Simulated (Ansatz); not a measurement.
# H4Sn: the cost of one run

Method: the settings change from run to run; program: Ansatz 0.2.0, Gaussian basis.

## (1) The molecule

The structure was relaxed beforehand with PBE0-D4 in a triple-zeta def2 set. Sn takes a core potential in def2 sets; no spin-orbit term is included.

SMILES `[SnH4]`, 5 atoms, charge 0, spin multiplicity 1.

Atoms are counted from 1 here; the program's logs count them from 0.

Bond lengths: Sn1–H2 1.704 Å, Sn1–H3 1.704 Å, Sn1–H4 1.704 Å, Sn1–H5 1.704 Å. Angles: H2–Sn1–H3 109.5°, H2–Sn1–H4 109.5°, H2–Sn1–H5 109.5°, H3–Sn1–H4 109.5°, H3–Sn1–H5 109.5°, H4–Sn1–H5 109.5°.

As a file:

```mol
H4Sn
  3D, bonds by distance, orders not assigned

  5  4  0  0  0  0  0  0  0  0999 V2000
    0.0100   -0.0147   -0.0083 Sn  0  0
    0.8337   -0.8682    1.2148 H   0  0
   -1.5536    0.3889    0.5353 H   0  0
   -0.1068   -0.9894   -1.4009 H   0  0
    0.8666    1.4098   -0.3822 H   0  0
  1  2  8  0
  1  3  8  0
  1  4  8  0
  1  5  8  0
M  END
```

## (2) PBE-QIDH/def2-TZVPD

This run has charge -1, multiplicity 2.

in.yaml reads:

```yaml
crystal:
  periodic: [false, false, false]
  atoms:
    - {symbol: Sn, position_ang: [0.009952, -0.014706, -0.008292]}
    - {symbol: H, position_ang: [0.833695, -0.868228, 1.214780]}
    - {symbol: H, position_ang: [-1.553587, 0.388852, 0.535262]}
    - {symbol: H, position_ang: [-0.106833, -0.989356, -1.400909]}
    - {symbol: H, position_ang: [0.866574, 1.409838, -0.382240]}
basis:
  gaussian: {orbitals: def2-TZVPD}
total_charge: -1
magnetization: {spin_polarized: true, initial_magnetization: 1}
hamiltonian: {xc: {name: PBE-QIDH}}
output: {forces: true}
```

On the command line:

```console
ansatz run in.yaml --threads 2 --pin off --events-out ev --progress --plain --max-ram 20480MiB --backend cpu
```

**Question.** How long does this run take on 2 threads of AMD EPYC 7R13, shared host, and how much memory does it need?

About 5.5 s, with a peak of 0.3 GiB.
